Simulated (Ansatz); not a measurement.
# As3S2: the cost of one run

Computed with Ansatz 0.2.0 (DFT PBE, scalar-relativistic, plane waves, PAW, unless a step's input says otherwise).

1 further run of the same task is left out (it didn't finish).

## (1) The system as given

It takes space group P-3m1 (No. 164, trigonal). Conventional cell: a = 4.233 Å, b = 4.233 Å, c = 6.585 Å, α = 90.00°, β = 90.00°, γ = 120.00°. As (site symmetry -3m) is surrounded by 6 S at 2.93 Å. Around As (site symmetry 3m) lie 4 S at 2.55 to 2.63 Å. S (site symmetry 3m) is surrounded by 7 As at 2.55 to 2.93 Å.

Coordinates:

```cif
data_structure
_symmetry_space_group_name_H-M 'P 1'
_symmetry_Int_Tables_number 1
_cell_length_a 4.2326
_cell_length_b 4.2326
_cell_length_c 6.5852
_cell_angle_alpha 90.000
_cell_angle_beta 90.000
_cell_angle_gamma 120.000
_cell_volume 102.17
loop_
_atom_site_label
_atom_site_type_symbol
_atom_site_fract_x
_atom_site_fract_y
_atom_site_fract_z
_atom_site_occupancy
As1 As 0.00000 0.00000 0.00000 1
As2 As 0.33333 0.66667 0.64500 1
As3 As 0.66667 0.33333 0.35500 1
S1 S 0.33333 0.66667 0.24500 1
S2 S 0.66667 0.33333 0.75500 1
```

(A quick probe on a coarse mesh, which set the mesh and smearing, is not shown.)

## (3) A loose first relaxation

File input.yaml:

```yaml
crystal:
  lattice:
    - [4.2325984139, 0.0, 0.0]
    - [-2.1162992069, 3.6655377504, 0.0]
    - [0.0, 0.0, 6.5852356033]
  atoms:
    - { symbol: As, position: [0.0, 0.0, 0.0] }
    - { symbol: As, position: [0.3333333333, 0.6666666667, 0.645] }
    - { symbol: As, position: [0.6666666667, 0.3333333333, 0.355] }
    - { symbol: S, position: [0.3333333333, 0.6666666667, 0.245] }
    - { symbol: S, position: [0.6666666667, 0.3333333333, 0.755] }
basis:
  ecutwfc: 420
kpoints:
  mp_grid: { grid: [6, 6, 4] }
hamiltonian:
  xc: pbe
scf:
  occupations: { method: gaussian, width: 0.1 }
  lower_state_search: "off"
output:
  forces: true
  stress: true
  eigenvalues: true
relax:
  adjacent_minimum: "off"
  f_tol: 0.04
  max_steps: 70
  cell: { stress_tol: 0.4 }
```

Started as:

```console
$ ansatz run input.yaml --threads 1 --pin off --max-ram 2560MiB --backend cpu --events-out ev --progress --plain --runs-dir out
```

Q: Estimate wall time and peak memory on 1 thread of Arm Neoverse V1, shared host.

About 86 s, with a peak of 0.39 GiB.
